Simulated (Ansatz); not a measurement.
# Cs: the cost of one run

All numbers are computed with Ansatz 0.2.0 through its Python package. Level of theory: DFT PBEsol, plane waves, PAW.

**1. The system**

Cs Im-3m: It takes space group Im-3m (No. 229, cubic). Conventional cell: a = 6.070 Å, b = 6.070 Å, c = 6.070 Å, α = 90.00°, β = 90.00°, γ = 90.00°.

Cs Fd-3m: Symmetry: Fd-3m, No. 227, cubic system. The conventional cell has a = 10.510 Å, b = 10.510 Å, c = 10.510 Å, α = 90.00°, β = 90.00°, γ = 90.00°.

The script holds or builds the structure itself.

**2. The script**

transition_cs.py

```python
# -*- coding: utf-8 -*-
'''Enthalpies of two structures of Cs under pressure.'''

import warnings

import ansatz as az
import numpy as np
from tabulate import tabulate

CUTOFF_EV = 500
KSPACING = 0.33
OCCUPATIONS = 'fermi_dirac'
SIGMA = 0.05


def bcc(first, a):
    return (
        az.Lattice.bcc(a)
        .space_group(229)
        .atom(first, (0, 0, 0))
        .primitive()
    )


def diamond(a_site, a):
    return (
        az.Lattice.fcc(a)
        .space_group(227, origin_choice=1)
        .atom(a_site, (0, 0, 0))
        .primitive()
    )


def solve(name, crystal, pressure=0.0):
    calc = (
        crystal.calculation()
        .functional(az.Functional.PBESOL)
        .basis(CUTOFF_EV)
        .kpoints(spacing=KSPACING)
        .occupations(OCCUPATIONS, width=SIGMA)
    )
    calc = calc.relax(force_tolerance=0.03, max_steps=40, cell=True, pressure=pressure)
    return calc.run(threads=1, pin='off')


def volume_per_atom(outcome):
    return abs(np.linalg.det(outcome.lattice.cell_ang)) / len(outcome.lattice.sites)

warnings.simplefilter('ignore', az.DeckWarning)

phases = {}
phases['bcc'] = bcc('Cs', 6.07)
phases['diamond'] = diamond('Cs', 10.51)

# H = E + PV, with 1 eV per cubic angstrom equal to 160.2 GPa
pressures = [0, 15, 30, 45]
enthalpy, volume = {name: [] for name in phases}, {name: [] for name in phases}
for p in pressures:
    for name, crystal in phases.items():
        o = solve(name, crystal, pressure=p)
        volume[name].append(volume_per_atom(o))
        enthalpy[name].append(o.report['energy_sigma0_ev'] / len(o.lattice.sites) + p * volume[name][-1] / 160.21766)
gap = np.array(enthalpy['diamond']) - np.array(enthalpy['bcc'])
rows = [(p, va, vb, 1000 * d) for p, va, vb, d in zip(pressures, volume['bcc'], volume['diamond'], gap)]
print(tabulate(rows, headers=['P (GPa)', 'V bcc (A^3/atom)', 'V diamond (A^3/atom)', 'H(diamond) - H(bcc) (meV/atom)'], floatfmt='.4f', tablefmt='psql'))
crossings = [p0 - g0 * (p1 - p0) / (g1 - g0) for p0, p1, g0, g1 in zip(pressures, pressures[1:], gap, gap[1:]) if g0 * g1 < 0]
print('crossing near', [round(float(p), 1) for p in crossings], 'GPa') if crossings else print('no crossing in this range')
```

**3. What the engine is handed**

The engine receives this input (first run):

```yaml
crystal:
  lattice:
    bravais: bcc
    a: 6.07
  space_group: 229
  atoms:
    - { symbol: Cs, position: [0.0, 0.0, 0.0] }
  reduce_to_primitive: true
basis:
  ecutwfc: 500.0
kpoints:
  mp_grid:
    kspacing: 0.33
hamiltonian:
  xc: pbesol
scf:
  occupations:
    method: fermi_dirac
    width: 0.05
relax:
  f_tol: 0.03
  max_steps: 40
  cell:
    p_target: 0.0
```

**4. Running it**

Started as:

```console
python transition_cs.py
```

**Question.** How long does this script take on 1 thread of Arm Neoverse V1, shared host, and how much memory does it need?

About 2.3 min, with a peak of 0.62 GiB.
